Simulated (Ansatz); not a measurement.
# CH₇GaSiZn: basis-set convergence

How large a basis does CH₇GaSiZn need? Two functionals are run in growing sets.

Method: one geometry, several basis sets; program: Ansatz 0.2.0, Gaussian basis.

The runs, in order: PBE0-D4/def2-SVP; ωB97M-V/def2-SVP; PBE0-D4/def2-QZVPP; ωB97M-V/def2-QZVPP; the functionals' def2-TZVPP values are taken from earlier runs.

## Step 1: Structure used throughout

The geometry comes from an earlier relaxation with PBE0-D4 in a triple-zeta def2 set; it is a stationary point, not always the lowest conformer.

SMILES `[SiH3][CH2][Zn][GaH2]`, 11 atoms, charge 0, spin multiplicity 1.

Atoms are counted from 1 here; the program's logs count them from 0.

Bond lengths: Si1–C2 1.855 Å, Si1–H5 1.492 Å, Si1–H6 1.492 Å, Si1–H7 1.492 Å, C2–Zn3 1.967 Å, C2–H8 1.096 Å, C2–H9 1.096 Å, Zn3–Ga4 2.446 Å, Ga4–H10 1.582 Å, Ga4–H11 1.582 Å. Angles: C2–Si1–H5 110.6°, C2–Si1–H6 114.0°, C2–Si1–H7 110.5°, H5–Si1–H6 107.2°, H5–Si1–H7 107.1°, H6–Si1–H7 107.2°, Si1–C2–Zn3 112.7°, Si1–C2–H8 110.0°, Si1–C2–H9 110.0°, Zn3–C2–H8 108.3°, Zn3–C2–H9 108.2°, H8–C2–H9 107.6°, C2–Zn3–Ga4 179.9°, Zn3–Ga4–H10 122.9°, Zn3–Ga4–H11 122.8°, H10–Ga4–H11 114.3°.

## Step 2: PBE0-D4 in def2-SVP

Contents of in.yaml:

```yaml
crystal:
  periodic: [false, false, false]
  atoms:
    - {symbol: Si, position_ang: [-1.285438, 1.363725, 1.057931]}
    - {symbol: C, position_ang: [-0.176692, -0.100155, 1.323667]}
    - {symbol: Zn, position_ang: [0.652915, -0.737379, -0.342471]}
    - {symbol: Ga, position_ang: [1.680873, -1.530862, -2.414810]}
    - {symbol: H, position_ang: [-2.375433, 1.027778, 0.096170]}
    - {symbol: H, position_ang: [-1.936318, 1.866785, 2.302637]}
    - {symbol: H, position_ang: [-0.519144, 2.501159, 0.470757]}
    - {symbol: H, position_ang: [0.621612, 0.158503, 2.028027]}
    - {symbol: H, position_ang: [-0.747374, -0.927333, 1.760042]}
    - {symbol: H, position_ang: [3.054778, -0.968969, -2.961881]}
    - {symbol: H, position_ang: [1.030211, -2.653253, -3.320070]}
basis:
  gaussian: {orbitals: def2-SVP}
hamiltonian: {xc: pbe0, dispersion: d4}
output: {orbitals: {seedname: orbitals}}
```

Run with:

```bash
$ ansatz run in.yaml --threads 2 --pin off --events-out ev --progress --plain --max-ram 22528MiB --backend cpu
```

After this run come: ωB97M-V in def2-SVP; PBE0-D4 in def2-QZVPP; ωB97M-V in def2-QZVPP.

**Question.** What will the summary of the whole plan be? Wanted: PBE0-D4: double and triple zeta above quadruple; ωB97M-V: double and triple zeta above quadruple.

The runs gave:

| quantity | value |
| --- | --- |
| PBE0-D4: double and triple zeta above quadruple | 20.34, 2.69 eV |
| ωB97M-V: double and triple zeta above quadruple | 20.33, 2.61 eV |

In words: PBE0-D4 gains 17.65 eV from double to triple zeta, then 2.69 eV more. Total energies overstate the basis error of differences, where much of it tends to cancel.
